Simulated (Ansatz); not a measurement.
# TaSiF: the cost of one run

Computed with Ansatz 0.2.0 (DFT PBE, scalar-relativistic, plane waves, PAW, unless a step's input says otherwise).

## Step 1: The structure to begin with

It takes space group P-6m2 (No. 187, hexagonal). The conventional cell has a = 3.684 Å, b = 3.684 Å, c = 4.141 Å, α = 90.00°, β = 90.00°, γ = 120.00°. Ta (site symmetry -6m2) has 6 Si at 2.97 Å and 6 F at 2.97 Å in its first shell of neighbours. Around Si (site symmetry -6m2) lie 3 F at 2.13 Å and 6 Ta at 2.97 Å. F (site symmetry -6m2) is surrounded by 3 Si at 2.13 Å and 6 Ta at 2.97 Å.

Structure file:

```xyz
3
Lattice="3.6838 0.0000 0.0000 -1.8419 3.1902 0.0000 0.0000 0.0000 4.1415" Properties=species:S:1:pos:R:3 pbc="T T T"
Ta    1.8419    1.0634    0.0000
Si    0.0000    2.1268    2.0707
F     0.0000    0.0000    2.0707
```

The cell is invented: species swapped into a database cell of SrCuGe (P-6m2, No. 187), with Ta on the Sr sites, F on the Cu sites and Si on the Ge sites. The dimensions are guesses.

## Step 2: A first look at the guess

input.yaml

```yaml
crystal:
  lattice:
    - [3.68377016, 0.0, 0.0]
    - [-1.84188508, 3.19023854, 0.0]
    - [0.0, 0.0, 4.14149811]
  atoms:
    - { symbol: Ta, position: [0.66666667, 0.33333333, 0.0] }
    - { symbol: Si, position: [0.33333333, 0.66666667, 0.5] }
    - { symbol: F, position: [0.0, 0.0, 0.5] }
basis:
  ecutwfc: 420
kpoints:
  mp_grid: { grid: [6, 6, 4] }
hamiltonian:
  xc: pbe
scf:
  occupations: { method: gaussian, width: 0.1 }
  lower_state_search: "off"
output:
  forces: true
  stress: true
  eigenvalues: true
```

Started as:

```bash
> ansatz run input.yaml --threads 1 --pin off --max-ram 2560MiB --backend cpu --events-out ev --progress --plain --runs-dir out
```

Q: Estimate wall time and peak memory on 1 thread of Arm Neoverse N1, shared host.

About 3 s, with a peak of 0.3 GiB.
